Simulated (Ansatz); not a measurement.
# Ti: the cost of one run

Method: DFT PBEsol, scalar-relativistic, plane waves, PAW, in Ansatz 0.2.0.

### 1 The starting structure

The structure is cubic, space group Im-3m (No. 229). Conventional cell: a = 3.282 Å, b = 3.282 Å, c = 3.282 Å, α = 90.00°, β = 90.00°, γ = 90.00°. Ti (site symmetry m-3m) has 8 Ti at 2.84 Å in its first shell of neighbours.

As a file:

```cif
data_structure
_symmetry_space_group_name_H-M 'P 1'
_symmetry_Int_Tables_number 1
_cell_length_a 2.8423
_cell_length_b 2.8423
_cell_length_c 2.8423
_cell_angle_alpha 109.471
_cell_angle_beta 109.471
_cell_angle_gamma 109.471
_cell_volume 17.68
loop_
_atom_site_label
_atom_site_type_symbol
_atom_site_fract_x
_atom_site_fract_y
_atom_site_fract_z
_atom_site_occupancy
Ti1 Ti 0.00000 0.00000 0.00000 1
```

The cell is taken as given, not relaxed at this level.

### 2 The reference cell

Reference values: F = -2473.7801 eV; pressure -6.66 GPa; largest force 0.000 eV/Å; gap on the mesh none (metal). It was computed beforehand with the settings of the runs below.

### 3 Setting up a tetragonal deformation path

At fixed volume and fractional coordinates, lengths along (0.000, 0.000, 1.000) are scaled against those across it; ρ is that ratio over its starting value.

### 4 Point ρ = 0.707

The input, input.yaml:

```yaml
crystal:
  lattice:
    - [-1.8420529496, 1.8420529496, 1.3023314354]
    - [1.8420529496, -1.8420529496, 1.3023314354]
    - [1.8420529496, 1.8420529496, -1.3023314354]
  atoms:
    - { symbol: Ti, position: [0.0, 0.0, 0.0] }
basis:
  ecutwfc: 420
kpoints:
  mp_grid: { grid: [22, 22, 22] }
hamiltonian:
  xc: pbesol
scf:
  occupations: { method: gaussian, width: 0.15 }
output:
  forces: true
  stress: true
  eigenvalues: true
```

Command:

```sh
ansatz run input.yaml --threads 1 --pin off --max-ram 2560MiB --backend cpu --events-out ev --progress --plain --runs-dir out
```

What time and memory should one allow on 1 thread of AMD EPYC 9R45 (Zen 5), shared host?

About 2.9 s, with a peak of 0.5 GiB.
